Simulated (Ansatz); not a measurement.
# CoC (doublet): the correlation ladder, def2-TZVPP

The task here is to estimate one member of a computed series from the others.

Program: Ansatz 0.2.0, Gaussian basis. Level of theory: def2-TZVPP, core rule «outside noble gas», up to 10 orbitals frozen. These are calculated values, not measurements.

Plan: UHF; ROHF; CCSD(T) on UHF.

## The geometry

The geometry is a PBE0/def2-TZVP stationary point (not a proven minimum) of the parent state, kept for this charge and spin.

2 atoms, charge 0, spin multiplicity 2.

Atoms are counted from 1 here; the program's logs count them from 0.

Bond lengths: Co1–C2 1.609 Å.

The first run:

The input, in.yaml:

```yaml
crystal:
  periodic: [false, false, false]
  atoms:
    - {symbol: Co, position_ang: [0.000000, 0.000000, 0.000000]}
    - {symbol: C, position_ang: [0.000000, 0.000000, 1.609200]}
basis:
  gaussian: {orbitals: def2-TZVPP}
magnetization: {spin_polarized: true, initial_magnetization: 1}
hamiltonian: {xc: hf}
output: {orbitals: {seedname: orbitals}}
```

Command:

```bash
> ansatz run in.yaml --threads 1 --pin off --events-out ev --progress --plain --max-ram 4096MiB --backend cpu
```

Among the steps run: UHF; ROHF; CCSD(T) on UHF.

One table of the session follows, with a row left open; its other results are not shown here.

| method | from UCCSD(T) (meV) |
| --- | --- |
| ROHF | +17456.3 |
| UHF | +12199.4 |
| UMP2 | ? |
| UCCSD | +911.9 |
| UCCSD(T) | 0 |

Estimate the missing values for UMP2.

**Answer.** from UCCSD(T) (meV): +2484.4. In the column «from UCCSD(T) (meV)» it lies between UCCSD (+911.9) and UHF (+12199.4).

The program flags UCCSD(T) as in doubt (see the logs), so the zero of the table is itself unsure.

Caveats from the session: The determinant is far from a pure spin state, so its energy mixes those of several spin states (harmless only where they are near-degenerate, as at dissociation). The program flags UCCSD(T) as in doubt, so the zero of the table is itself unsure.
